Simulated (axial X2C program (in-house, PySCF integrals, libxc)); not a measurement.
**CoSi: EOM-IP-CCSD levels**

Wanted for CoSi: EOM-IP-CCSD levels, at the two-component level.

Method: two-component X2C with atomic mean-field terms, Co dyall-acv3z, Si dyall-av3z; program: an in-house X2C program for linear molecules on PySCF integrals.

All values are calculated.

## Step 1: The job

task.json reads:

```json
{"zs": [27, 14], "q": 0, "bas": ["dyall-acv3z", "dyall-av3z"], "r0": 2.27, "eom": "ip", "rq": -1, "thr": -2.0, "nmax": 95, "grid": [1, 0.96, 1.045, 0.92, 1.09, 1.15]}
```

Keys: zs atomic numbers; q charge; bas basis sets; r0 starting distance in Å; eom kind of EOM run; thr threshold in hartree for freezing inner shells (an s shell follows its p shell); nmax most natural virtual spinors; grid distances as factors.

Command:

```bash
$ python soeom.py task.json out
```

The runs that follow: EOM-IP-CCSD at 2.219 Å.

**Question.** What will these runs give? Wanted: next root led by one particle; T1 of the reference.

The runs gave:

| quantity | value |
| --- | --- |
| lowest root at 2.219 Å | Ω = 1/2, 1.419 eV |
| next root led by one particle | Ω = 1/2, about 5100 cm⁻¹ higher |
| T1 of the reference | 0.101 |

What this shows: Removing an electron from the reference determinant of CoSi⁻ costs 1.42 eV and empties a spinor of 64% Si pπ, 15% Co pπ, 7% Co dπ. The closed-shell reference lies 1.94 eV above the lowest determinant found, so these energies count from an excited configuration. Errors of 0.1 to 0.3 eV are usual at this size, and roots led by higher excitations are left out, so the list is incomplete, and low states of that kind can be missing. T1 or the largest double amplitude of the reference is raised, which lowers the reliability.
